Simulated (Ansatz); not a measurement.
# WI: the cost of one run

Computed with Ansatz 0.2.0 (DFT PBE, scalar-relativistic, plane waves, PAW, unless a step's input says otherwise).

### 1 The system as given

It takes space group R-3m (No. 166, trigonal). The conventional cell has a = 3.452 Å, b = 3.452 Å, c = 16.495 Å, α = 90.00°, β = 90.00°, γ = 120.00°. W (site symmetry -3m) is surrounded by 6 I at 3.40 Å and 6 W at 3.45 Å. I (site symmetry -3m) has 6 W at 3.40 Å and 6 I at 3.45 Å as nearest neighbours.

Structure file:

```cif
data_structure
_symmetry_space_group_name_H-M 'R-3m:H'
_symmetry_Int_Tables_number 166
_cell_length_a 3.4525
_cell_length_b 3.4525
_cell_length_c 16.4951
_cell_angle_alpha 90.000
_cell_angle_beta 90.000
_cell_angle_gamma 120.000
_cell_volume 170.27
loop_
_atom_site_label
_atom_site_type_symbol
_atom_site_symmetry_multiplicity
_atom_site_Wyckoff_symbol
_atom_site_fract_x
_atom_site_fract_y
_atom_site_fract_z
_atom_site_occupancy
W1 W 3 a 0.00000 0.00000 0.00000 1
I1 I 3 b 0.66667 0.33333 0.83333 1
```

This is candidate A: CuPt (L1_1) type (R-3m, No. 166).

(A quick probe on a coarse mesh, which set the mesh and smearing, is not shown.)

### 3 A loose first relaxation (candidate A)

Contents of input.yaml:

```yaml
crystal:
  lattice:
    - [1.7262266641, 0.9966374292, 5.4983515969]
    - [-1.7262266641, 0.9966374292, 5.4983515969]
    - [0.0, -1.9932748584, 5.4983515969]
  atoms:
    - { symbol: W, position: [0.0, 0.0, 0.0] }
    - { symbol: I, position: [0.5, 0.5, 0.5] }
basis:
  ecutwfc: 420
kpoints:
  mp_grid: { grid: [6, 6, 6] }
hamiltonian:
  xc: pbe
scf:
  occupations: { method: gaussian, width: 0.1 }
  lower_state_search: "off"
output:
  forces: true
  stress: true
  eigenvalues: true
relax:
  adjacent_minimum: "off"
  f_tol: 0.04
  max_steps: 70
  cell: { stress_tol: 0.4 }
```

Command:

```bash
> ansatz run input.yaml --threads 1 --pin off --max-ram 2560MiB --backend cpu --events-out ev --progress --plain --runs-dir out
```

What time and memory should one allow on 1 thread of Arm Neoverse V1, shared host?

About 18 s, with a peak of 0.34 GiB.
